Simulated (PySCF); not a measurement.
# C7H9FO: the cost of one run

Programs: PySCF 2.14.0, with routines of our own; each step states its level. All values are computed. Atoms count from 0.

## 1. The starting structure

18 atoms, charge 0, multiplicity 1; geometry from: GFN2-xTB.

## 2. Geometry optimisation at HF/def2-SV(P)

What the job is given:

```
{"job": {"xc": "HF", "basis": "def2-SV(P)", "grid": 1, "kind": "geom"}, "charge": 0, "multiplicity": 1}
C      3.104428    -0.276659    -1.611798
O      2.015258     0.339915    -0.967889
C      0.884860    -0.404044    -0.885262
C     -0.218275     0.032123    -0.268332
C     -0.426695     1.287255     0.421787
C     -1.644078     1.340942     0.960924
C     -2.432285     0.092323     0.699722
C     -1.486693    -0.779801    -0.141241
F     -1.238906    -1.989757     0.492445
H      3.915607     0.449313    -1.606577
H      3.421571    -1.179350    -1.079339
H      2.859560    -0.538437    -2.646778
H      0.911061    -1.386983    -1.343907
H      0.337179     2.040946     0.472956
H     -2.055443     2.152589     1.533814
H     -3.366415     0.303412     0.176609
H     -2.678694    -0.422441     1.631020
H     -1.910798    -1.055028    -1.114569
```

The run is started by

```bash
$ OMP_NUM_THREADS=1 python excited_run.py task.json out
```

One launch serves the whole session: the jobs run in the order shown.

Q: Estimate the wall time and peak memory of this first job on 1 thread of Arm Neoverse V1, shared host.

About 40 s, with a peak of 0.55 GiB.
